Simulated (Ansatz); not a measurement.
The system is Cu2BrCl.

```
CELL_PARAMETERS angstrom
1.85551 1.07128 6.04751
-1.85551 1.07128 6.04751
0.00000 -2.14256 6.04751
ATOMIC_POSITIONS crystal
Br 0.00000 0.00000 0.00000
Cu 0.75160 0.75160 0.75160
Cu 0.24840 0.24840 0.24840
Cl 0.50000 0.50000 0.50000
```

The cell comes from a database or a generator and needn't be the stable form of this composition.

Base run:

```yaml
Program: Ansatz 0.2.0
Functional: PBE
Potentials_or_basis: Ansatz PAW
Cutoff: "420 eV (not typed: the program's choice for these potentials)"
k_mesh: 8 × 8 × 8
Occupations: fermi-dirac, width 0.05 eV
Spin: no spin polarisation
Hubbard_terms: Cu d U = 1 eV
```

Its results: band gap on the k mesh 0.48 eV, direct; pressure 1.4 GPa; largest force 0.115 eV/Å.

**Question.** The run is repeated on the same cell with these changes: hubbard terms from Cu d U = 1 eV to Cu d U = 6 eV. What comes out?

**Answer.** Band gap on the k mesh 1.62 eV, direct; pressure 2.7 GPa; largest force 0.129 eV/Å.

Caveats: the density of states is complete only up to the lowest level of the last band computed.

A k mesh can miss the band edges.
